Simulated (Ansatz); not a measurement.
# BGeC (quartet): B2PLYP, RPA-PBE over vertical spin and charge gaps, cc-pVTZ

Aim: run BGeC (quartet) with these functionals over vertical spin and charge gaps, and hold them against the top wave-function level at the same points.

Computed with Ansatz 0.2.0, Gaussian basis. Level: cc-pVTZ, all electrons in the functionals, frozen cores in the correlation of double hybrids and RPA.

To be run: B2PLYP, RPA-PBE, at charge 0, quartet; charge 0, doublet; charge 0, sextet; charge 1, triplet; charge 1, quintet.

3 further runs of the same task are left out: 3 set aside as unsound or not needed.

## Step 1: The system

The geometry is a PBE0/def2-TZVP stationary point (not a proven minimum). No spin-orbit coupling is included. The filled d shell of Ge may be among the frozen orbitals whatever the setting's name suggests; the logs give the count.

3 atoms, charge 0, spin multiplicity 4.

Atoms are counted from 1 here; the program's logs count them from 0.

Bond lengths: C1–B2 1.404 Å, B2–Ge3 2.019 Å. Angles: C1–B2–Ge3 180.0°.

No dispersion term is added.

The geometry shown and the zero of energy belong to the point charge 0, quartet. The yardstick, UCCSD(T), and other wave-function levels (R restricted, U unrestricted, valence and pair active spaces) come from earlier runs.

## Step 2: B2PLYP, charge 0, quartet

File in.yaml:

```yaml
crystal:
  periodic: [false, false, false]
  atoms:
    - {symbol: C, position_ang: [0.000000, 0.000000, -1.609400]}
    - {symbol: B, position_ang: [0.000000, 0.000000, -0.204900]}
    - {symbol: Ge, position_ang: [0.000000, 0.000000, 1.814300]}
basis:
  gaussian: {orbitals: cc-pVTZ}
magnetization: {spin_polarized: true, initial_magnetization: 3}
hamiltonian: {xc: {name: B2PLYP}}
correlation: {electrons: outside_noble_gas}
```

Started as:

```sh
$ ansatz run in.yaml --threads 2 --pin off --events-out ev --progress --plain --max-ram 24576MiB --backend cuda --devices 0, --max-vram 18GiB
```

Output:

```text
Functional definition: B2PLYP
  name "B2PLYP"
  cite "Grimme, J. Chem. Phys. 124, 034108 (2006) doi:10.1063/1.2148954"
  cite "Becke, Phys. Rev. A 38, 3098 (1988) doi:10.1103/PhysRevA.38.3098"
  cite "Lee, Yang & Parr, Phys. Rev. B 37, 785 (1988) doi:10.1103/PhysRevB.37.785"
  parameter a = 0.53
  parameter c = 0.27
  exchange = (1 - a)*b88_x + a*exact_x
  correlation = (1 - c)*lyp_c + c*(mp2_os + mp2_ss)
644 factors; integrals over basis functions are off by at most 1.3e-3 eV
mean field evaluation 1: about -58202.9044 eV, gradient 2.8e1 eV
mean field evaluation 2: about -58203.0502 eV, gradient 2.8e1 eV
mean field evaluation 4: about -58207.9569 eV, gradient 1.1e1 eV
mean field evaluation 8: about -58209.9107 eV, gradient 1.0e0 eV
mean field evaluation 16: about -58209.9585 eV, gradient 3.6e-2 eV
mean field evaluation 32: about -58210.2058 eV, gradient 9.8e-2 eV
mean field evaluation 64: about -58210.2038 eV, gradient 3.5e-1 eV
mean field evaluation 96: about -58201.9691 eV, gradient 8.8e0 eV
mean field evaluation 128: about -58204.2176 eV, gradient 5.2e0 eV
mean field -58210.20591060 eV, -2139.1856109197 hartree, gradient 1.5e-6 eV, S^2 3.947869; 10 other end points of the search recorded, 0 dependent functions left out
16 core orbitals not correlated: weight in the atoms' cores, before any rotation towards them, 0.999 or more for the frozen orbitals, at most 0.000 for the correlated occupied ones
reference -58210.20603599 eV, -2139.1856155280 hartree; 7, 4 occupied and 80, 83 virtual orbitals, 644 factors
second order -8.34270903 eV of doubles, -0.00000000 eV of singles
Total energy: -58212.45856743 eV, -2139.2683945315 hartree
```

It took 18 s on 1 × H100 (card shared with other runs) with 2 threads of AMD EPYC 7R13, shared host; peak host memory 0.77 GiB.

From the report: ⟨S²⟩ of the determinant 3.948 (pure quartet: 3.75).

## Step 3: B2PLYP, charge 0, doublet

Changes to in.yaml since step 2:

```diff
@@ -8,3 +8,3 @@
   gaussian: {orbitals: cc-pVTZ}
-magnetization: {spin_polarized: true, initial_magnetization: 3}
+magnetization: {spin_polarized: true, initial_magnetization: 1}
 hamiltonian: {xc: {name: B2PLYP}}
```

Same command.

Output, cut to the lines that bear on the results:

```text
Functional definition: B2PLYP
  name "B2PLYP"
  cite "Grimme, J. Chem. Phys. 124, 034108 (2006) doi:10.1063/1.2148954"
  cite "Becke, Phys. Rev. A 38, 3098 (1988) doi:10.1103/PhysRevA.38.3098"
  cite "Lee, Yang & Parr, Phys. Rev. B 37, 785 (1988) doi:10.1103/PhysRevB.37.785"
[...]
644 factors; integrals over basis functions are off by at most 1.3e-3 eV
[...]
mean field -58210.81078887 eV, -2139.2078397864 hartree, gradient 2.4e-6 eV, S^2 1.814844; 11 other end points of the search recorded, 0 dependent functions left out
16 core orbitals not correlated: weight in the atoms' cores, before any rotation towards them, 1.000 or more for the frozen orbitals, at most 0.000 for the correlated occupied ones
reference -58210.81091121 eV, -2139.2078442823 hartree; 6, 5 occupied and 81, 82 virtual orbitals, 644 factors
second order -9.11993330 eV of doubles, -0.00000000 eV of singles
Total energy: -58213.27329320 eV, -2139.2983351514 hartree
```

It took 19 s on 1 × H100 (card shared with other runs) with 2 threads of AMD EPYC 7R13, shared host; peak host memory 0.78 GiB.

From the report: ⟨S²⟩ of the determinant 1.815 (pure doublet: 0.75). The determinant is far from a pure spin state, so its energy mixes those of several spin states (harmless only where they are near-degenerate, as at dissociation).

From charge 0, quartet: -18.8 kcal/mol.

## Step 4: B2PLYP, charge 0, sextet

Changes to in.yaml since step 3:

```diff
@@ -8,3 +8,3 @@
   gaussian: {orbitals: cc-pVTZ}
-magnetization: {spin_polarized: true, initial_magnetization: 1}
+magnetization: {spin_polarized: true, initial_magnetization: 5}
 hamiltonian: {xc: {name: B2PLYP}}
```

Launched as before.

Output, cut to the lines that bear on the results:

```text
Functional definition: B2PLYP
  name "B2PLYP"
  cite "Grimme, J. Chem. Phys. 124, 034108 (2006) doi:10.1063/1.2148954"
  cite "Becke, Phys. Rev. A 38, 3098 (1988) doi:10.1103/PhysRevA.38.3098"
  cite "Lee, Yang & Parr, Phys. Rev. B 37, 785 (1988) doi:10.1103/PhysRevB.37.785"
[...]
644 factors; integrals over basis functions are off by at most 1.3e-3 eV
[...]
mean field -58208.86036717 eV, -2139.1361631108 hartree, gradient 2.2e-6 eV, S^2 8.758371; 4 other end points of the search recorded, 0 dependent functions left out
16 core orbitals not correlated: weight in the atoms' cores, before any rotation towards them, 0.999 or more for the frozen orbitals, at most 0.000 for the correlated occupied ones
reference -58208.86050079 eV, -2139.1361680214 hartree; 8, 3 occupied and 79, 84 virtual orbitals, 644 factors
second order -7.58590543 eV of doubles, -0.00000000 eV of singles
Total energy: -58210.90869526 eV, -2139.2114377797 hartree
```

It took 13 s on 1 × H100 (card shared with other runs) with 2 threads of AMD EPYC 7R13, shared host; peak host memory 0.76 GiB.

From the report: ⟨S²⟩ of the determinant 8.758 (pure sextet: 8.75).

From charge 0, quartet: +35.7 kcal/mol.

## Step 5: B2PLYP, charge 1, triplet

Changes to in.yaml since step 4:

```diff
@@ -8,3 +8,4 @@
   gaussian: {orbitals: cc-pVTZ}
-magnetization: {spin_polarized: true, initial_magnetization: 5}
+total_charge: 1
+magnetization: {spin_polarized: true, initial_magnetization: 2}
 hamiltonian: {xc: {name: B2PLYP}}
```

Launched as before.

Output, cut to the lines that bear on the results:

```text
Functional definition: B2PLYP
  name "B2PLYP"
  cite "Grimme, J. Chem. Phys. 124, 034108 (2006) doi:10.1063/1.2148954"
  cite "Becke, Phys. Rev. A 38, 3098 (1988) doi:10.1103/PhysRevA.38.3098"
  cite "Lee, Yang & Parr, Phys. Rev. B 37, 785 (1988) doi:10.1103/PhysRevB.37.785"
[...]
644 factors; integrals over basis functions are off by at most 1.3e-3 eV
[...]
mean field -58202.70001435 eV, -2138.9097743204 hartree, gradient 5.4e-6 eV, S^2 2.444601; 2 other end points of the search recorded, 0 dependent functions left out
16 core orbitals not correlated: weight in the atoms' cores, before any rotation towards them, 1.000 or more for the frozen orbitals, at most 0.000 for the correlated occupied ones
reference -58202.70014335 eV, -2138.9097790610 hartree; 6, 4 occupied and 81, 83 virtual orbitals, 644 factors
second order -7.54083608 eV of doubles, -0.00000000 eV of singles
Total energy: -58204.73616909 eV, -2138.9846016269 hartree
```

Wall time 13 s (1 × H100 (card shared with other runs) with 2 threads of AMD EPYC 7R13, shared host); peak host memory 0.77 GiB.

From the report: ⟨S²⟩ of the determinant 2.445 (pure triplet: 2.00).

From charge 0, quartet: +178.1 kcal/mol.

## Step 6: B2PLYP, charge 1, quintet

Changes to in.yaml since step 5:

```diff
@@ -9,3 +9,3 @@
 total_charge: 1
-magnetization: {spin_polarized: true, initial_magnetization: 2}
+magnetization: {spin_polarized: true, initial_magnetization: 4}
 hamiltonian: {xc: {name: B2PLYP}}
```

Launched as before.

Output, cut to the lines that bear on the results:

```text
Functional definition: B2PLYP
  name "B2PLYP"
  cite "Grimme, J. Chem. Phys. 124, 034108 (2006) doi:10.1063/1.2148954"
  cite "Becke, Phys. Rev. A 38, 3098 (1988) doi:10.1103/PhysRevA.38.3098"
  cite "Lee, Yang & Parr, Phys. Rev. B 37, 785 (1988) doi:10.1103/PhysRevB.37.785"
[...]
644 factors; integrals over basis functions are off by at most 1.3e-3 eV
[...]
mean field -58201.72268969 eV, -2138.8738583016 hartree, gradient 3.1e-6 eV, S^2 6.005993; 4 other end points of the search recorded, 0 dependent functions left out
16 core orbitals not correlated: weight in the atoms' cores, before any rotation towards them, 0.999 or more for the frozen orbitals, at most 0.000 for the correlated occupied ones
reference -58201.72281675 eV, -2138.8738629709 hartree; 7, 3 occupied and 80, 84 virtual orbitals, 644 factors
second order -6.56897255 eV of doubles, -0.00000000 eV of singles
Total energy: -58203.49643934 eV, -2138.9390423988 hartree
```

Wall time 20 s (1 × H100 (card shared with other runs) with 2 threads of AMD EPYC 7R13, shared host); peak host memory 0.77 GiB.

From the report: ⟨S²⟩ of the determinant 6.006 (pure quintet: 6.00).

From charge 0, quartet: +206.7 kcal/mol.

## Step 7: RPA-PBE, charge 0, quartet

File in.yaml:

```yaml
crystal:
  periodic: [false, false, false]
  atoms:
    - {symbol: C, position_ang: [0.000000, 0.000000, -1.609400]}
    - {symbol: B, position_ang: [0.000000, 0.000000, -0.204900]}
    - {symbol: Ge, position_ang: [0.000000, 0.000000, 1.814300]}
basis:
  gaussian: {orbitals: cc-pVTZ}
magnetization: {spin_polarized: true, initial_magnetization: 3}
hamiltonian: {xc: {name: PBE}}
correlation: {method: rpa, electrons: outside_noble_gas}
```

The command is unchanged.

Output, cut to the lines that bear on the results:

```text
Functional definition: PBE
  name "PBE"
  cite "Perdew, Burke & Ernzerhof, Phys. Rev. Lett. 77, 3865 (1996) doi:10.1103/PhysRevLett.77.3865"
  parent pbe
[...]
644 factors; integrals over basis functions are off by at most 1.3e-3 eV
[...]
mean field -58214.46651569 eV, -2139.3421852690 hartree, gradient 1.2e-6 eV, S^2 3.784883; 12 other end points of the search recorded, 0 dependent functions left out
16 core orbitals not correlated: weight in the atoms' cores, before any rotation towards them, 0.999 or more for the frozen orbitals, at most 0.000 for the correlated occupied ones
reference -58169.68991240 eV, -2137.6966754486 hartree; 7, 4 occupied and 80, 83 virtual orbitals, 644 factors
Total energy: -58183.49850545 eV, -2138.2041318836 hartree
```

Wall time 29 s (1 × H100 (card shared with other runs) with 2 threads of AMD EPYC 7R13, shared host); peak host memory 0.84 GiB.

From the report: ⟨S²⟩ of the determinant 3.785 (pure quartet: 3.75).

## Step 8: RPA-PBE, charge 0, doublet

Changes to in.yaml since step 7:

```diff
@@ -8,3 +8,3 @@
   gaussian: {orbitals: cc-pVTZ}
-magnetization: {spin_polarized: true, initial_magnetization: 3}
+magnetization: {spin_polarized: true, initial_magnetization: 1}
 hamiltonian: {xc: {name: PBE}}
```

Same command.

Output, cut to the lines that bear on the results:

```text
Functional definition: PBE
  name "PBE"
  cite "Perdew, Burke & Ernzerhof, Phys. Rev. Lett. 77, 3865 (1996) doi:10.1103/PhysRevLett.77.3865"
  parent pbe
[...]
644 factors; integrals over basis functions are off by at most 1.3e-3 eV
[...]
mean field -58215.47630992 eV, -2139.3792945225 hartree, gradient 2.6e-6 eV, S^2 1.115173; 12 other end points of the search recorded, 0 dependent functions left out
16 core orbitals not correlated: weight in the atoms' cores, before any rotation towards them, 0.999 or more for the frozen orbitals, at most 0.000 for the correlated occupied ones
reference -58169.51539065 eV, -2137.6902618929 hartree; 6, 5 occupied and 81, 82 virtual orbitals, 644 factors
Total energy: -58184.50191778 eV, -2138.2410066065 hartree
```

It took 8 s on 1 × H100 (card shared with other runs) with 2 threads of AMD EPYC 7R13, shared host; peak host memory 0.85 GiB.

From the report: ⟨S²⟩ of the determinant 1.115 (pure doublet: 0.75).

From charge 0, quartet: -23.1 kcal/mol.

## Step 9: RPA-PBE, charge 0, sextet

Changes to in.yaml since step 8:

```diff
@@ -8,3 +8,3 @@
   gaussian: {orbitals: cc-pVTZ}
-magnetization: {spin_polarized: true, initial_magnetization: 1}
+magnetization: {spin_polarized: true, initial_magnetization: 5}
 hamiltonian: {xc: {name: PBE}}
```

The command is unchanged.

Output, cut to the lines that bear on the results:

```text
Functional definition: PBE
  name "PBE"
  cite "Perdew, Burke & Ernzerhof, Phys. Rev. Lett. 77, 3865 (1996) doi:10.1103/PhysRevLett.77.3865"
  parent pbe
[...]
644 factors; integrals over basis functions are off by at most 1.3e-3 eV
[...]
mean field -58213.07304552 eV, -2139.2909761846 hartree, gradient 1.1e-6 eV, S^2 8.754415; 9 other end points of the search recorded, 0 dependent functions left out
16 core orbitals not correlated: weight in the atoms' cores, before any rotation towards them, 0.998 or more for the frozen orbitals, at most 0.001 for the correlated occupied ones
reference -58169.04446750 eV, -2137.6729557860 hartree; 8, 3 occupied and 79, 84 virtual orbitals, 644 factors
Total energy: -58182.17268962 eV, -2138.1554090504 hartree
```

Run time: 18 s. Hardware: 1 × H100 (card shared with other runs) with 2 threads of AMD EPYC 7R13, shared host; peak host memory 0.86 GiB.

From the report: ⟨S²⟩ of the determinant 8.754 (pure sextet: 8.75).

From charge 0, quartet: +30.6 kcal/mol.

## Step 10: RPA-PBE, charge 1, triplet

Changes to in.yaml since step 9:

```diff
@@ -8,3 +8,4 @@
   gaussian: {orbitals: cc-pVTZ}
-magnetization: {spin_polarized: true, initial_magnetization: 5}
+total_charge: 1
+magnetization: {spin_polarized: true, initial_magnetization: 2}
 hamiltonian: {xc: {name: PBE}}
```

Launched as before.

Output, cut to the lines that bear on the results:

```text
Functional definition: PBE
  name "PBE"
  cite "Perdew, Burke & Ernzerhof, Phys. Rev. Lett. 77, 3865 (1996) doi:10.1103/PhysRevLett.77.3865"
  parent pbe
[...]
644 factors; integrals over basis functions are off by at most 1.3e-3 eV
[...]
mean field -58206.69283675 eV, -2139.0565078371 hartree, gradient 3.4e-6 eV, S^2 2.120967; 13 other end points of the search recorded, 0 dependent functions left out
16 core orbitals not correlated: weight in the atoms' cores, before any rotation towards them, 0.999 or more for the frozen orbitals, at most 0.000 for the correlated occupied ones
reference -58162.67251997 eV, -2137.4387910333 hartree; 6, 4 occupied and 81, 83 virtual orbitals, 644 factors
Total energy: -58175.58516593 eV, -2137.9133220202 hartree
```

It took 19 s on 1 × H100 (card shared with other runs) with 2 threads of AMD EPYC 7R13, shared host; peak host memory 0.85 GiB.

From the report: ⟨S²⟩ of the determinant 2.121 (pure triplet: 2.00).

From charge 0, quartet: +182.5 kcal/mol.

## Step 11: RPA-PBE, charge 1, quintet

Changes to in.yaml since step 10:

```diff
@@ -9,3 +9,3 @@
 total_charge: 1
-magnetization: {spin_polarized: true, initial_magnetization: 2}
+magnetization: {spin_polarized: true, initial_magnetization: 4}
 hamiltonian: {xc: {name: PBE}}
```

Launched as before.

Output, cut to the lines that bear on the results:

```text
Functional definition: PBE
  name "PBE"
  cite "Perdew, Burke & Ernzerhof, Phys. Rev. Lett. 77, 3865 (1996) doi:10.1103/PhysRevLett.77.3865"
  parent pbe
[...]
644 factors; integrals over basis functions are off by at most 1.3e-3 eV
[...]
mean field -58205.33150823 eV, -2139.0064799367 hartree, gradient 1.4e-6 eV, S^2 6.004038; 14 other end points of the search recorded, 0 dependent functions left out
16 core orbitals not correlated: weight in the atoms' cores, before any rotation towards them, 0.999 or more for the frozen orbitals, at most 0.000 for the correlated occupied ones
reference -58162.34883661 eV, -2137.4268958893 hartree; 7, 3 occupied and 80, 84 virtual orbitals, 644 factors
Total energy: -58174.33388484 eV, -2137.8673382883 hartree
```

Wall time 21 s (1 × H100 (card shared with other runs) with 2 threads of AMD EPYC 7R13, shared host); peak host memory 0.85 GiB.

From the report: ⟨S²⟩ of the determinant 6.004 (pure quintet: 6.00).

From charge 0, quartet: +211.3 kcal/mol.

## Step 12: The comparison

No level is safe as a reference over these points; UCCSD(T) serves as a yardstick only. It comes from earlier runs at the same points. Energies in kcal/mol, counted from charge 0, quartet; blanks weren't run or aren't comparable.

```
   level  quartet to doublet  quartet to sextet  ionisation to the triplet cation  ionisation to the quintet cation
UCCSD(T)               -20.1               31.6                             178.3                             206.8
  B2PLYP               -18.8               35.7                             178.1                             206.7
 RPA-PBE               -23.1               30.6                             182.5                             211.3
```

Largest miss and mean time a point (UCCSD(T) took 35 s a point; shared hosts):

```
  level  largest miss (kcal/mol)                             where  time a point
 B2PLYP                     +4.1                 quartet to sextet          16 s
RPA-PBE                     +4.5  ionisation to the quintet cation          19 s
```

## Step 13: Summary of results

| quantity | value |
| --- | --- |
| quartet to doublet, UCCSD(T) | -20.1 kcal/mol |
| quartet to sextet, UCCSD(T) | 31.6 kcal/mol |
| ionisation to the triplet cation, UCCSD(T) | 178.3 kcal/mol |
| ionisation to the quintet cation, UCCSD(T) | 206.8 kcal/mol |
| largest miss, B2PLYP | +4.1 kcal/mol (quartet to sextet) |
| largest miss, RPA-PBE | +4.5 kcal/mol (ionisation to the quintet cation) |

**Reading.** Of the functionals, B2PLYP keep the smallest largest miss at the points compared (at most 4.1 kcal/mol) and RPA-PBE strays most (4.5 kcal/mol, at ionisation to the quintet cation). B2PLYP, RPA-PBE clearly break the spin symmetry at some points (⟨S²⟩ up to 1.06 above the pure value), so energy there is bought with a mixed spin. Functionals and the yardstick converge differently with the basis, so part of each miss in cc-pVTZ is the basis. The yardstick itself may be off where one determinant is a poor start. The program flags that the yardstick's amplitudes may have other solutions at some points.
